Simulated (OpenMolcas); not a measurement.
# V²⁺ with 4 ligands (bromide): CASSCF and CASPT2 levels and susceptibility

Which state of V²⁺ lies lowest among these ligands, how large is the field, and what χT follows?

Program: OpenMolcas 26.06. Level of theory: state-averaged CASSCF and CASPT2, spin-orbit coupling by RASSI with atomic mean-field integrals. These are calculated values, not measurements, unless marked.

## Step 1: What is computed

```
Species                           : V²⁺ (vanadium, Z = 23, 21 electrons)
Basis                             : ANO-RCC-VDZP [5s4p2d1f], 142 functions with the ligands
Scalar Hamiltonian                : DKH2, point nucleus
Inactive shells                   : 1s 2s 2p 3s 3p of the metal, and all ligand shells
Active space                      : 3 electrons in 5 orbitals (3d)
Some configurations of this space : 3d³
Orbitals                          : optimised for each spin and parity, averaged over all roots
```

Outer shells as boxes (Hund's rule):

3d3
```
3d [↑ ][↑ ][↑ ][  ][  ]
```

V²⁺ is taken with 4 ligands (bromide) in tetrahedron coordination (Td) at 2.66 Å. A charge of +0.5 e stands 2.6 Å behind each ligand. Ligand basis ANO-RCC-VDZP. The distances are assumed, not relaxed.

```xyz
5

V     0.0000    0.0000    0.0000
Br    1.5358    1.5358    1.5358
Br    1.5358   -1.5358   -1.5358
Br   -1.5358    1.5358   -1.5358
Br   -1.5358   -1.5358    1.5358
```

The work runs as a chain of OpenMolcas steps in one folder; each step below is one input file. Labels, J, g values, rates, χT and fits are worked out afterwards by a script from the matrices that RASSI stores.

## Step 2: One- and two-electron integrals

Input file a.inp:

```
&GATEWAY
Coord
5

V 0.0 0.0 0.0
Br 1.535752 1.535752 1.535752
Br 1.535752 -1.535752 -1.535752
Br -1.535752 1.535752 -1.535752
Br -1.535752 -1.535752 1.535752
Basis=V.ANO-RCC-VDZP,Br.ANO-RCC-VDZP
Group=NoSym
NoMove
AngMom=0.0 0.0 0.0
AMFI
RICD
XField
4 Angstrom 0
3.036863 3.036863 3.036863 0.500000
3.036863 -3.036863 -3.036863 0.500000
-3.036863 3.036863 -3.036863 0.500000
-3.036863 -3.036863 3.036863 0.500000
&SEWARD
```

Run with:

```sh
$ OMP_NUM_THREADS=1 MOLCAS_MEM=2457 MOLCAS_PROJECT=a pymolcas a.inp > a.log
```

## Step 3: CASSCF: quartets, 10 roots

Input file a.inp:

```
&RASSCF
FileOrb=start.orb
Symmetry=1
Spin=4
nActEl=3 0 0
Inactive=81
Ras2=5
CIRoot=10 10 1
SDav=10
CIMx=300
Iter=150 100
PrWF=0.3
OrbListing=Nothing
MaxOrb=0
LevShft=1.0
>>> COPY $Project.JobIph JOB001
```

start.orb holds start orbitals that the driver prepared beforehand, or those of the step before.

## Step 4: CASSCF: doublets, 40 roots

Input file a.inp:

```
&RASSCF
FileOrb=start.orb
Symmetry=1
Spin=2
nActEl=3 0 0
Inactive=81
Ras2=5
CIRoot=40 40 1
SDav=40
CIMx=300
Iter=150 100
PrWF=0.3
OrbListing=Nothing
MaxOrb=0
LevShft=1.0
>>> COPY $Project.JobIph JOB002
```

## Step 5: RASSI: spin-orbit coupling between the states

Input file a.inp:

```
&RASSI
NrOfJobIphs=2 10 40
1 2 3 4 5 6 7 8 9 10
1 2 3 4 5 6 7 8 9 10 11 12 13 14 15 16 17 18 19 20 21 22 23 24 25 26 27
28 29 30 31 32 33 34 35 36 37 38 39 40
IphNames
JOB001
JOB002
EJob
SpinOrbit
DIPRint=1.0
SOCoupling=1000.0
Subsets=2
Property=9
'ANGMOM' 1 'ANGMOM' 2 'ANGMOM' 3 'MLTPL  1' 1 'MLTPL  1' 2 'MLTPL  1' 3
'AMFI' 1 'AMFI' 2 'AMFI' 3
SOProperty=3
'ANGMOM' 1 'ANGMOM' 2 'ANGMOM' 3
```

## Step 6: CASPT2: IPEA 0.25, imaginary shift 0.1 (42 orbitals frozen, the lowest in energy)

Input file a.inp:

```
>>> COPY JOB001 $Project.JobIph
&CASPT2
Multistate=10 1 2 3 4 5 6 7 8 9 10
NoMult
Frozen=42
IPEA=0.25
Imaginary=0.1
MaxIter=60
WThr=0.0 0.3 0.05
PrWF=0.5
NoMix
>>> COPY JOB002 $Project.JobIph
&CASPT2
Multistate=40 1 2 3 4 5 6 7 8 9 10 11 12 13 14 15 16 17 18 19 20 21 22
23 24 25 26 27 28 29 30 31 32 33 34 35 36 37 38 39 40
NoMult
Frozen=42
IPEA=0.25
Imaginary=0.1
MaxIter=60
WThr=0.0 0.3 0.05
PrWF=0.5
NoMix
```

(Steps that only read results are left out.)

Q: Predict the outcome of this session. Wanted: spin-free ground state; first state of the same spin within the active space; lowest level; next level.

The runs gave:

```
                                            quantity                                                                                 value
                                              method  SS-CASPT2, IPEA 0.25, imaginary shift 0.1 (42 orbitals frozen, the lowest in energy)
                              spin-free ground state                                                       4T1, 3-fold in its orbital part
first state of the same spin within the active space                                                                      4T2 at 2040 cm⁻¹
                                        lowest level                                                                             4-fold Γ8
                                          next level                                                                             20.5 cm⁻¹
                                         χT at 300 K                                                                        1.74 cm³ K/mol
                           effective moment at 300 K                                                                               3.73 μB
```

Cost by method:

| method | time of its own steps | time with the reference |
| --- | --- | --- |
| A. CASSCF | 74 s | 74 s |
| B. SS-CASPT2, IPEA 0.25, imaginary shift 0.1 (42 orbitals frozen, the lowest in energy) | 9.6 min | 11 min |

Times are of one thread on a shared host.

What this shows: The spin-free ground state (4T1) comes to 100 % from free-ion F terms and keeps the highest spin of the shell. χT at 300 K is 1.74, against 1.88 cm³ K/mol for the spin alone; near agreement at one temperature doesn't show that the orbital moment is quenched. A ligand-field fit to the states below 45000 cm-1 gives 10Dq = -2081 cm-1, B = 754 cm-1 and C = 2630 cm-1 (C/B = 3.49), with a deviation of 270 cm-1. CASPT2 does not keep the components of a term degenerate, and the means are used. The frozen orbitals are chosen by energy, so an outer shell of the metal can be frozen while a deeper shell elsewhere is correlated. The bonds are covalent and no ligand orbital is active, so the numbers are rough.
